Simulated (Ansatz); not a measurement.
# CH₇NOSi: basis-set convergence

Aim: see how fast density functionals converge with the basis set for CH₇NOSi.

Computed with Ansatz 0.2.0, Gaussian basis. Level: one geometry, several basis sets.

The runs, in order: PBE0-D4/def2-SVP; ωB97M-V/def2-SVP; PBE0-D4/def2-QZVPP; ωB97M-V/def2-QZVPP; the functionals' def2-TZVPP values are taken from earlier runs.

### Step 1. The relaxed structure

The geometry comes from an earlier relaxation with PBE0-D4 in a triple-zeta def2 set; it is a stationary point, not always the lowest conformer.

SMILES `NCO[SiH3]`, 11 atoms, charge 0, spin multiplicity 1.

Atoms are counted from 1 here; the program's logs count them from 0.

Bond lengths: N1–C2 1.417 Å, N1–H5 1.012 Å, N1–H6 1.012 Å, C2–O3 1.428 Å, C2–H7 1.096 Å, C2–H8 1.096 Å, O3–Si4 1.643 Å, Si4–H9 1.491 Å, Si4–H10 1.481 Å, Si4–H11 1.491 Å. Angles: C2–N1–H5 111.2°, C2–N1–H6 111.2°, H5–N1–H6 108.2°, N1–C2–O3 112.7°, N1–C2–H7 108.8°, N1–C2–H8 108.8°, O3–C2–H7 109.0°, O3–C2–H8 109.0°, H7–C2–H8 108.5°, C2–O3–Si4 123.3°, O3–Si4–H9 111.1°, O3–Si4–H10 106.7°, O3–Si4–H11 111.1°, H9–Si4–H10 110.1°, H9–Si4–H11 107.8°, H10–Si4–H11 110.1°.

### Step 2. PBE0-D4 in def2-SVP

The input, in.yaml:

```yaml
crystal:
  periodic: [false, false, false]
  atoms:
    - {symbol: N, position_ang: [-1.796538, 1.099788, -0.223611]}
    - {symbol: C, position_ang: [-0.862140, 0.165416, 0.287346]}
    - {symbol: O, position_ang: [0.380620, 0.189302, -0.416064]}
    - {symbol: Si, position_ang: [1.648801, -0.785325, -0.039914]}
    - {symbol: H, position_ang: [-2.009751, 0.910716, -1.194332]}
    - {symbol: H, position_ang: [-1.443043, 2.045281, -0.155839]}
    - {symbol: H, position_ang: [-1.292583, -0.840115, 0.216606]}
    - {symbol: H, position_ang: [-0.678049, 0.390904, 1.344073]}
    - {symbol: H, position_ang: [2.106038, -0.554796, 1.359902]}
    - {symbol: H, position_ang: [2.735138, -0.455108, -0.990859]}
    - {symbol: H, position_ang: [1.277007, -2.223162, -0.166708]}
basis:
  gaussian: {orbitals: def2-SVP}
hamiltonian: {xc: pbe0, dispersion: d4}
output: {orbitals: {seedname: orbitals}}
```

The run is started by

```
ansatz run in.yaml --threads 2 --pin off --events-out ev --progress --plain --max-ram 4352MiB
```

The runs that follow: ωB97M-V in def2-SVP; PBE0-D4 in def2-QZVPP; ωB97M-V in def2-QZVPP.

**Question.** What will the summary of the whole plan be? Wanted: PBE0-D4: double and triple zeta above quadruple; ωB97M-V: double and triple zeta above quadruple.

As calculated:

| quantity | value |
| --- | --- |
| PBE0-D4: double and triple zeta above quadruple | 8.96, 0.56 eV |
| ωB97M-V: double and triple zeta above quadruple | 9.16, 0.52 eV |

**Reading.** PBE0-D4 gains 8.41 eV from double to triple zeta, then 0.56 eV more. Total energies overstate the basis error of differences, where much of it tends to cancel. The LUMO of ωB97M-V is positive and keeps falling with the basis (2.83 to 1.53 eV): an unbound level that the basis holds in place.
